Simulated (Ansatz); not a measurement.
# Si5Te: the cost of one run

Computed with Ansatz 0.2.0 (DFT PBE, scalar-relativistic, plane waves, PAW, unless a step's input says otherwise).

## (1) The system as given

The structure is hexagonal, space group P6/mmm (No. 191). Conventional cell: a = 5.505 Å, b = 5.505 Å, c = 4.706 Å, α = 90.00°, β = 90.00°, γ = 120.00°. Around Si (site symmetry mmm) lie 2 Si at 1.59 Å. Around Si (site symmetry -6m2) lie 3 Si at 1.59 Å. Around Te (site symmetry 6/mmm) lie 6 Si at 2.75 Å.

Structure file:

```xyz
6
Lattice="5.5046 0.0000 0.0000 -2.7523 4.7671 0.0000 0.0000 0.0000 4.7057" Properties=species:S:1:pos:R:3 pbc="T T T"
Si    2.7523    0.0000    0.0000
Si   -1.3761    2.3836    0.0000
Si    1.3761    2.3836    0.0000
Si    0.0000    3.1781    0.0000
Si    2.7523    1.5890    0.0000
Te    0.0000    0.0000    0.0000
```

The cell is invented: random cell by space group and Wyckoff sites (P6/mmm, No. 191). Its size is a rough estimate.

## (2) The guess as it stands, on a coarse mesh

input.yaml reads:

```yaml
crystal:
  lattice:
    - [5.50459208, 0.0, 0.0]
    - [-2.75229604, 4.76711658, 0.0]
    - [0.0, 0.0, 4.70569898]
  atoms:
    - { symbol: Si, position: [0.5, 0.0, 0.0] }
    - { symbol: Si, position: [0.0, 0.5, 0.0] }
    - { symbol: Si, position: [0.5, 0.5, 0.0] }
    - { symbol: Si, position: [0.33333333, 0.66666667, 0.0] }
    - { symbol: Si, position: [0.66666667, 0.33333333, 0.0] }
    - { symbol: Te, position: [0.0, 0.0, 0.0] }
basis:
  ecutwfc: 420
kpoints:
  mp_grid: { grid: [6, 6, 4] }
hamiltonian:
  xc: pbe
scf:
  occupations: { method: gaussian, width: 0.1 }
  lower_state_search: "off"
output:
  forces: true
  stress: true
  eigenvalues: true
```

Run with:

```bash
> ansatz run input.yaml --threads 1 --pin off --max-ram 2560MiB --backend cpu --events-out ev --progress --plain --runs-dir out
```

Q: Estimate wall time and peak memory on 1 thread of AMD EPYC (Zen 3), shared host.

About 10 s, with a peak of 0.4 GiB.
